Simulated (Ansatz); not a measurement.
**AuClF3P: basis-set convergence**

An exercise on one series of results from a longer session: the logs are not shown, and one member is left open.

Program: Ansatz 0.2.0, Gaussian basis. Level of theory: one geometry, several basis sets. These are calculated values, not measurements.

The runs, in order: PBE0-D4/def2-SVP; ωB97M-V/def2-SVP; PBE0-D4/def2-QZVPP; ωB97M-V/def2-QZVPP; the functionals' def2-TZVPP values are taken from earlier runs.

## The geometry

All runs share one geometry, relaxed beforehand with PBE0-D4 in a triple-zeta def2 set. Au takes the def2 core potential; no spin-orbit term is included.

SMILES `F[P+](F)(F)[Au-][Cl]`, 6 atoms, charge 0, spin multiplicity 1.

Atoms are counted from 1 here; the program's logs count them from 0.

Bond lengths: F1–P2 1.543 Å, P2–F3 1.543 Å, P2–F4 1.543 Å, P2–Au5 2.171 Å, Au5–Cl6 2.243 Å. Angles: F1–P2–F3 99.8°, F1–P2–F4 99.8°, F1–P2–Au5 117.9°, F3–P2–F4 99.8°, F3–P2–Au5 118.0°, F4–P2–Au5 117.9°, P2–Au5–Cl6 180.0°.

Set-up of the first run:

The input, in.yaml:

```yaml
crystal:
  periodic: [false, false, false]
  atoms:
    - {symbol: F, position_ang: [0.612302, -1.192637, 1.479117]}
    - {symbol: P, position_ang: [0.402327, -0.613232, 0.064843]}
    - {symbol: F, position_ang: [-0.085185, -1.879635, -0.669007]}
    - {symbol: F, position_ang: [1.865246, -0.572654, -0.423206]}
    - {symbol: Au, position_ang: [-0.784457, 1.194779, -0.127207]}
    - {symbol: Cl, position_ang: [-2.010232, 3.063369, -0.324541]}
basis:
  gaussian: {orbitals: def2-SVP}
hamiltonian: {xc: pbe0, dispersion: d4}
output: {orbitals: {seedname: orbitals}}
```

Launch:

```
$ ansatz run in.yaml --threads 4 --pin off --events-out ev --progress --plain --max-ram 10444MiB
```

Among the steps run: PBE0-D4 in def2-SVP; ωB97M-V in def2-SVP; PBE0-D4 in def2-QZVPP; ωB97M-V in def2-QZVPP.

One table of the session follows, with a row left open; its other results are not shown here.

It belongs to the step «Density functionals: the series». 

```
functional       basis  HOMO (eV)  LUMO (eV)
   PBE0-D4    def2-SVP      -7.93      -1.41
   PBE0-D4  def2-TZVPP          ?          ?
   PBE0-D4  def2-QZVPP      -8.17      -1.69
   ωB97M-V    def2-SVP     -10.07       0.36
   ωB97M-V  def2-TZVPP     -10.31       0.11
   ωB97M-V  def2-QZVPP     -10.38      -0.04
```

Estimate the missing values for PBE0-D4, def2-TZVPP.

The run gave: HOMO (eV): -8.12; LUMO (eV): -1.60. In the column «HOMO (eV)» it lies between PBE0-D4, def2-QZVPP (-8.17) and PBE0-D4, def2-SVP (-7.93).
